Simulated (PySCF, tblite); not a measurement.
# C18H12: electronic excitations, NMR shifts

Aim: compute the electronic excitations, NMR shifts of C18H12 (`c1ccc2c(c1)ccc1ccc3ccccc3c12`).

Computed with tblite 0.8.0 and PySCF 2.14.0 and routines of our own; the level stands in each step. Atoms count from 0.

## 1. The starting structure

30 atoms, charge 0, multiplicity 1; geometry from: force field, distance geometry or constructed start.

## 2. Optimising the geometry with GFN2-xTB

The job: settings as JSON, then the geometry in Å.

```
{"job": {"kind": "relax", "xc": "GFN2-xTB", "basis": "xTB"}, "charge": 0, "multiplicity": 1}
C      3.621900    -2.049400    -0.443300
C      2.367800    -2.640500    -0.516400
C      1.221700    -1.859400    -0.407600
C      1.242100    -0.447900    -0.209300
C      2.540100     0.126400    -0.235100
C      3.695900    -0.666200    -0.326300
C      2.687400     1.511700    -0.231800
C      1.574700     2.335200    -0.238400
C      0.284600     1.799400    -0.163600
C     -0.786100     2.702300    -0.214800
C     -2.098000     2.267600    -0.116000
C     -2.377900     0.929400     0.142500
C     -3.720000     0.555000     0.338800
C     -4.051700    -0.744800     0.692100
C     -3.047800    -1.662700     0.900300
C     -1.712300    -1.298600     0.700900
C     -1.315000    -0.009500     0.246000
C      0.061800     0.398100    -0.037400
H      4.518900    -2.645000    -0.516600
H      2.287600    -3.715200    -0.656800
H      0.274000    -2.371400    -0.564100
H      4.684100    -0.202900    -0.322600
H      3.676500     1.972400    -0.262000
H      1.722500     3.404000    -0.300000
H     -0.603200     3.770800    -0.350900
H     -2.901200     3.002600    -0.179400
H     -4.515200     1.287300     0.223700
H     -5.093600    -1.017900     0.852400
H     -3.283900    -2.672300     1.236400
H     -0.966300    -2.041400     0.969200
```

Run with:

```
OMP_NUM_THREADS=1 python large_run.py task.json out
```

The driver reads the jobs from task.json and runs them one after another.

Output:

```text
step      E/eV     max force
  0   -1214.95886    2.178
  1   -1215.08917    1.213
  2   -1215.12745    0.294
  3   -1215.13682    0.209
  4   -1215.15712    0.240
  5   -1215.16874    0.254
  6   -1215.17854    0.254
  7   -1215.18601    0.178
  8   -1215.19160    0.178
  9   -1215.19543    0.143
 10   -1215.19838    0.132
 11   -1215.20093    0.120
 12   -1215.20325    0.123
 13   -1215.20584    0.108
 14   -1215.20931    0.143
 15   -1215.21384    0.176
 16   -1215.21879    0.152
 17   -1215.22355    0.123
 18   -1215.22836    0.133
 19   -1215.23392    0.191
 20   -1215.24016    0.242
 21   -1215.24582    0.176
 22   -1215.25002    0.121
 23   -1215.25298    0.100
 24   -1215.25512    0.102
 25   -1215.25663    0.069
 26   -1215.25783    0.061
 27   -1215.25917    0.062
 28   -1215.26071    0.094
 29   -1215.26206    0.087
 30   -1215.26304    0.056
 31   -1215.26395    0.062
 32   -1215.26513    0.074
 33   -1215.26651    0.093
 34   -1215.26761    0.059
 35   -1215.26823    0.040
 36   -1215.26860    0.040
 37   -1215.26892    0.033
 38   -1215.26921    0.032
 39   -1215.26948    0.042
 40   -1215.26977    0.041
 41   -1215.27012    0.038
 42   -1215.27053    0.053
 43   -1215.27096    0.064
 44   -1215.27140    0.058
 45   -1215.27178    0.045
 46   -1215.27209    0.035
 47   -1215.27232    0.035
 48   -1215.27256    0.032
 49   -1215.27286    0.037
 50   -1215.27323    0.044
 51   -1215.27357    0.040
 52   -1215.27385    0.040
 53   -1215.27405    0.027
 54   -1215.27421    0.026
 55   -1215.27431    0.018
```

It took 0.98 s on 1 thread of AMD EPYC 9B14, shared host; peak memory 0.18 GiB.

Relaxation path:

```
step  energy from step 0 (eV)  largest force (eV/Å)
   0                   0.0000                2.1777
   1                  -0.1303                1.2131
   2                  -0.1686                0.2945
   3                  -0.1780                0.2092
   4                  -0.1983                0.2404
   5                  -0.2099                0.2533
   6                  -0.2197                0.2532
   7                  -0.2271                0.1775
   8                  -0.2327                0.1776
  11                  -0.2421                0.1201
  15                  -0.2550                0.1758
  19                  -0.2751                0.1906
  23                  -0.2941                0.1000
  27                  -0.3003                0.0618
  31                  -0.3051                0.0622
  35                  -0.3094                0.0404
  39                  -0.3106                0.0423
  43                  -0.3121                0.0641
  47                  -0.3135                0.0354
  51                  -0.3147                0.0399
  52                  -0.3150                0.0402
  53                  -0.3152                0.0275
  54                  -0.3154                0.0260
  55                  -0.3155                0.0183
```

Close pairs (by a distance rule), those that changed most:

```
   bond  before (Å)  after (Å)  change (Å)
 C9–C10       1.386      1.355      -0.031
  C6–C7       1.384      1.355      -0.029
C10–C11       1.391      1.419      +0.027
C16–C17       1.464      1.437      -0.027
C14–C15       1.399      1.372      -0.027
  C4–C6       1.393      1.419      +0.026
 C3–C17       1.462      1.437      -0.026
C13–C14       1.376      1.398      +0.021
```

The end geometry stands in the next job.

## 3. Electronic excitations: TDA PBE0/6-31G*

The job: settings as JSON, then the geometry in Å.

```
{"job": {"kind": "uv", "basis": "6-31G*", "grid": 1, "kgrid": 0, "vcut": 1.5, "nstates": 6, "ntriplets": 2, "tda": true, "delta": [], "pop": true, "xc": "PBE0"}, "charge": 0, "multiplicity": 1}
C      3.452751    -2.079687    -0.442115
C      2.168351    -2.594243    -0.638652
C      1.068229    -1.781834    -0.531396
C      1.194638    -0.415592    -0.214537
C      2.505620     0.124791    -0.167861
C      3.615416    -0.735246    -0.239375
C      2.681895     1.532118    -0.124642
C      1.611309     2.359121    -0.203817
C      0.288180     1.847205    -0.167329
C     -0.815969     2.734001    -0.256563
C     -2.088428     2.269810    -0.218914
C     -2.345853     0.906123     0.076028
C     -3.661653     0.448730     0.266293
C     -3.907502    -0.824724     0.705827
C     -2.834149    -1.660862     1.025223
C     -1.543176    -1.251743     0.807182
C     -1.259359     0.010814     0.251959
C      0.071894     0.464015    -0.041323
H      4.310110    -2.734319    -0.495963
H      2.044779    -3.637477    -0.890609
H      0.092444    -2.183966    -0.754144
H      4.605361    -0.308354    -0.159671
H      3.687867     1.926134    -0.093726
H      1.742536     3.429899    -0.268880
H     -0.614267     3.787793    -0.384561
H     -2.927755     2.938313    -0.345581
H     -4.478677     1.133214     0.085107
H     -4.920940    -1.169942     0.849380
H     -3.025089    -2.631285     1.459996
H     -0.729374    -1.885672     1.122569
```

With the program's defaults for keys left out, this is: TDA PBE0/6-31G*, vertical, gas phase, core orbitals frozen in the response, virtual orbitals cut by energy.

Output:

```text
start: PBE on a coarse grid of 25531 points
cycle   1  E = -692.3058285075  dE =  3.039e+00  |g| = 7.379e-01  |ddm| = 6.583e+00
cycle   2  E = -692.2381983317  dE =  6.763e-02  |g| = 8.978e-01  |ddm| = 2.207e+00
cycle   3  E = -692.4625966256  dE = -2.244e-01  |g| = 1.534e-01  |ddm| = 1.382e+00
cycle   4  E = -692.4660570022  dE = -3.460e-03  |g| = 1.016e-01  |ddm| = 2.962e-01
cycle   5  E = -692.4691822339  dE = -3.125e-03  |g| = 2.250e-02  |ddm| = 1.543e-01
cycle   6  E = -692.4692981258  dE = -1.159e-04  |g| = 8.772e-03  |ddm| = 3.235e-02
final grid: 112157 points
cycle   7  E = -692.3445810849  dE = -7.511e-03  |g| = 4.178e-02  |ddm| = 1.070e+00
cycle   8  E = -692.3445524480  dE =  2.864e-05  |g| = 4.340e-02  |ddm| = 1.120e-01
cycle   9  E = -692.3450373053  dE = -4.849e-04  |g| = 1.491e-02  |ddm| = 6.783e-02
cycle  10  E = -692.3451030883  dE = -6.578e-05  |g| = 3.412e-03  |ddm| = 2.192e-02
cycle  11  E = -692.3451039666  dE = -8.783e-07  |g| = 1.115e-03  |ddm| = 5.070e-03
cycle  12  E = -692.3451042259  dE = -2.593e-07  |g| = 4.585e-04  |ddm| = 1.874e-03
cycle  13  E = -692.3451036447  dE =  5.812e-07  |g| = 1.754e-04  |ddm| = 7.648e-04
cycle  14  E = -692.3451030722  dE =  5.725e-07  |g| = 2.573e-05  |ddm| = 2.242e-04
converged SCF energy = -692.3451030722

Static polarisability (au): isotropic 189.871, principal 64.330 220.254 285.027

Singlet excitations
state   eV       nm        f      main configurations
  1   3.8122    325.2   0.00005   H-1->L 0.50, H->L+1 0.49
  2   4.0457    306.5   0.02158   H->L 0.81, H-1->L+1 0.16
  3   4.8050    258.0   0.08755   H-1->L+1 0.45, H-3->L 0.30, H->L 0.08
  4   4.8336    256.5   1.02195   H-1->L 0.43, H->L+1 0.40
  5   4.9254    251.7   0.05859   H->L+3 0.42, H-1->L+1 0.25, H-3->L 0.11
  6   4.9881    248.6   0.06706   H->L+2 0.71, H-2->L 0.22

Triplet excitations (Tamm-Dancoff, eV): 2.7890 3.3056
```

Run time: 19 s. Hardware: 1 thread of AMD EPYC 9B14, shared host; peak memory 0.57 GiB.

The orbitals next to the gap, with their largest atomic shares:

```
orbital     eV                        atoms
 HOMO−4  -8.19    C17 17 %, C16 9 %, C3 9 %
 HOMO−3  -7.23  C14 12 %, C1 12 %, C11 12 %
 HOMO−2  -7.16   C5 14 %, C12 14 %, C2 13 %
 HOMO−1  -6.09    C9 14 %, C7 14 %, C14 9 %
   HOMO  -5.78  C17 14 %, C6 10 %, C10 10 %
   LUMO  -1.18  C17 15 %, C10 10 %, C6 10 %
 LUMO+1  -0.85     C9 14 %, C7 14 %, C3 8 %
 LUMO+2   0.08  C15 14 %, C2 14 %, C12 14 %
 LUMO+3   0.38   C8 13 %, C1 11 %, C14 11 %
```

With each of the 6 states as a Gaussian band of 0.4 eV half-width at 1/e, the curve within the window shown has maxima at 256 nm (ε 50,000) L/(mol cm). Beyond the last state computed it falls off for lack of states. The curve at chosen wavelengths:

(nm, ε (L/mol/cm)): (234, 14792), (240, 27214), (246, 39944), (252, 48154), (258, 48906), (264, 42797), (270, 32934), (276, 22729), (282, 14366), (288, 8536), (294, 4944), (300, 2928), (306, 1856), (313, 1215), (319, 903), (325, 686), (331, 517), (337, 381), (343, 272), (349, 189), (355, 127), (361, 83), (367, 53), (373, 33), (379, 20), (385, 12)

Ground-state properties from the same run:

```
           property  computed
  dipole moment (D)      0.01
polarisability (Å³)     28.14
 HOMO–LUMO gap (eV)      4.59
      −ε(HOMO) (eV)      5.78
```

## 4. NMR shifts: GIAO KT3/pcSseg-1

The job, as its differences from that of step 3:

```diff
@@ -1,2 +1,2 @@
-{"job": {"kind": "uv", "basis": "6-31G*", "grid": 1, "kgrid": 0, "vcut": 1.5, "nstates": 6, "ntriplets": 2, "tda": true, "delta": [], "pop": true, "xc": "PBE0"}, "charge": 0, "multiplicity": 1}
+{"job": {"kind": "nmr", "xc": "KT3", "basis": "pcSseg-1", "pop": false}, "charge": 0, "multiplicity": 1}
 C      3.452751    -2.079687    -0.442115
```

Level: GIAO KT3/pcSseg-1 NMR shielding, non-relativistic, gas phase.

Output:

```text
start: PBE on a coarse grid of 25531 points
cycle   1  E = -691.9015747994  dE =  3.019e+00  |g| = 7.231e-01  |ddm| = 6.366e+00
cycle   2  E = -691.8197862214  dE =  8.179e-02  |g| = 9.177e-01  |ddm| = 2.352e+00
cycle   3  E = -692.0506230073  dE = -2.308e-01  |g| = 1.287e-01  |ddm| = 1.503e+00
cycle   4  E = -692.0522761613  dE = -1.653e-03  |g| = 9.528e-02  |ddm| = 2.624e-01
cycle   5  E = -692.0549562435  dE = -2.680e-03  |g| = 2.267e-02  |ddm| = 1.550e-01
cycle   6  E = -692.0550779042  dE = -1.217e-04  |g| = 8.692e-03  |ddm| = 3.177e-02
final grid: 238183 points
cycle   7  E = -704.6428825013  dE = -4.172e-02  |g| = 2.678e-02  |ddm| = 1.402e+00
cycle   8  E = -704.6423523852  dE =  5.301e-04  |g| = 4.873e-02  |ddm| = 1.081e-01
cycle   9  E = -704.6430078504  dE = -6.555e-04  |g| = 1.585e-02  |ddm| = 8.206e-02
cycle  10  E = -704.6430747517  dE = -6.690e-05  |g| = 6.969e-03  |ddm| = 2.781e-02
cycle  11  E = -704.6430891418  dE = -1.439e-05  |g| = 1.537e-03  |ddm| = 9.512e-03
cycle  12  E = -704.6430877814  dE =  1.360e-06  |g| = 6.968e-04  |ddm| = 2.806e-03
cycle  13  E = -704.6430883821  dE = -6.006e-07  |g| = 2.052e-04  |ddm| = 1.033e-03
cycle  14  E = -704.6430881515  dE =  2.305e-07  |g| = 8.646e-05  |ddm| = 4.149e-04
converged SCF energy = -704.6430881515

GIAO shielding tensors (ppm)
atom      isotropic    diamagn.    paramagn.     s11        s22        s33       span
  0 C       64.827     252.714    -187.887    -32.584     54.882    172.182    204.766
  1 C       65.159     251.832    -186.673    -32.664     57.089    171.052    203.716
  2 C       62.036     252.834    -190.799    -28.803     47.278    167.632    196.435
  3 C       62.676     253.057    -190.381    -10.053     14.289    183.790    193.843
  4 C       59.636     252.652    -193.015     -7.640      0.070    186.478    194.118
  5 C       62.884     243.579    -180.696    -27.277     58.648    157.280    184.558
  6 C       63.096     248.984    -185.887    -25.426     60.865    153.849    179.275
  7 C       64.067     247.771    -183.704    -23.759     62.861    153.098    176.856
  8 C       62.225     254.658    -192.432     -4.912      7.643    183.945    188.857
  9 C       64.097     247.826    -183.729    -23.730     62.875    153.147    176.878
 10 C       63.165     248.971    -185.806    -25.341     60.857    153.978    179.318
 11 C       59.664     252.650    -192.987     -7.544      0.054    186.481    194.024
 12 C       62.893     243.589    -180.696    -27.282     58.648    157.313    184.595
 13 C       64.795     252.708    -187.913    -32.633     54.869    172.148    204.782
 14 C       65.142     251.865    -186.723    -32.701     57.103    171.024    203.725
 15 C       62.013     252.809    -190.795    -28.892     47.327    167.605    196.497
 16 C       62.684     253.024    -190.341     -9.985     14.259    183.777    193.762
 17 C       64.445     247.237    -182.792      0.601     16.433    176.301    175.700
 18 H       24.069      28.083      -4.014     19.671     25.720     26.816      7.145
 19 H       24.053      30.919      -6.866     19.148     25.313     27.697      8.549
 20 H       22.774      36.123     -13.349     14.794     22.901     30.626     15.832
 21 H       23.776      31.189      -7.413     18.581     24.810     27.936      9.355
 22 H       23.883      32.289      -8.406     18.423     25.297     27.930      9.508
 23 H       23.965      32.625      -8.659     18.296     25.478     28.122      9.826
 24 H       23.966      32.650      -8.684     18.295     25.479     28.126      9.832
 25 H       23.888      32.310      -8.422     18.426     25.301     27.937      9.511
 26 H       23.772      31.184      -7.412     18.581     24.809     27.925      9.345
 27 H       24.066      28.072      -4.006     19.665     25.720     26.813      7.148
 28 H       24.053      30.915      -6.862     19.149     25.310     27.701      8.552
 29 H       22.767      36.116     -13.348     14.784     22.891     30.628     15.844
```

It took 25 s on 1 thread of AMD EPYC 9B14, shared host; peak memory 0.61 GiB.

The references, computed at this level on geometries of the same kind, shield at (ppm): 1H TMS 31.76, 13C TMS 184.7. Their shielding less the atom's gives the shift. The references are single molecules in the gas phase. Atoms listed in one row are averaged.

```
   atoms                  environment  σ (ppm)  δ (ppm)
 C4, C11  ring-fusion aromatic carbon     59.6    125.1
 C2, C15                  aromatic CH     62.0    122.7
      C8  ring-fusion aromatic carbon     62.2    122.5
 C3, C16  ring-fusion aromatic carbon     62.7    122.0
 C5, C12                  aromatic CH     62.9    121.8
 C6, C10                  aromatic CH     63.1    121.6
  C7, C9                  aromatic CH     64.1    120.6
     C17  ring-fusion aromatic carbon     64.4    120.3
 C0, C13                  aromatic CH     64.8    119.9
 C1, C14                  aromatic CH     65.2    119.6
H20, H29   hydrogen on an aromatic CH    22.77     8.99
H21, H26   hydrogen on an aromatic CH    23.77     7.99
H22, H25   hydrogen on an aromatic CH    23.89     7.87
H23, H24   hydrogen on an aromatic CH    23.97     7.79
H19, H28   hydrogen on an aromatic CH    24.05     7.71
H18, H27   hydrogen on an aromatic CH    24.07     7.69
```

Ring of atoms C0, C1, C2, C3, C4, C5: NICS(0) -9.0, NICS(1) -11.3, NICS(1)zz -28.4 ppm (means of both faces; NICS(1) differs between them: -12.4 and -10.2).

Ring of atoms C3, C4, C6, C7, C8, C17: NICS(0) -6.8, NICS(1) -9.7, NICS(1)zz -22.6 ppm (means of both faces).

## 5. Results

| quantity | value |
| --- | --- |
| lowest singlet (PBE0/6-31G*) | 3.81 eV (325 nm), f = 0.000 |
| brightest single state of those computed | state 4, 4.83 eV, f = 1.022 |
| lowest triplet | 2.79 eV |
| 13C shifts against TMS (KT3/pcSseg-1, means over atoms taken as alike) | 125.1, 122.7, 122.5, 122.0, 121.8, 121.6, 120.6, 120.3, 119.9, 119.6 ppm |
| 1H shifts against TMS (KT3/pcSseg-1, means over atoms taken as alike) | 8.99, 7.99, 7.87, 7.79, 7.71, 7.69 ppm |

What this shows: The first singlet state (HOMO−1→LUMO 0.50, HOMO→LUMO+1 0.49) lies at 3.81 eV and is dark; of the 6 states computed, the strongest absorption comes from state 4 at 4.83 eV. The lowest triplet lies 1.02 eV below the lowest singlet. NICS(1)zz of -28 ppm above the planar ring from C0 marks a diatropic (aromatic) ring current.
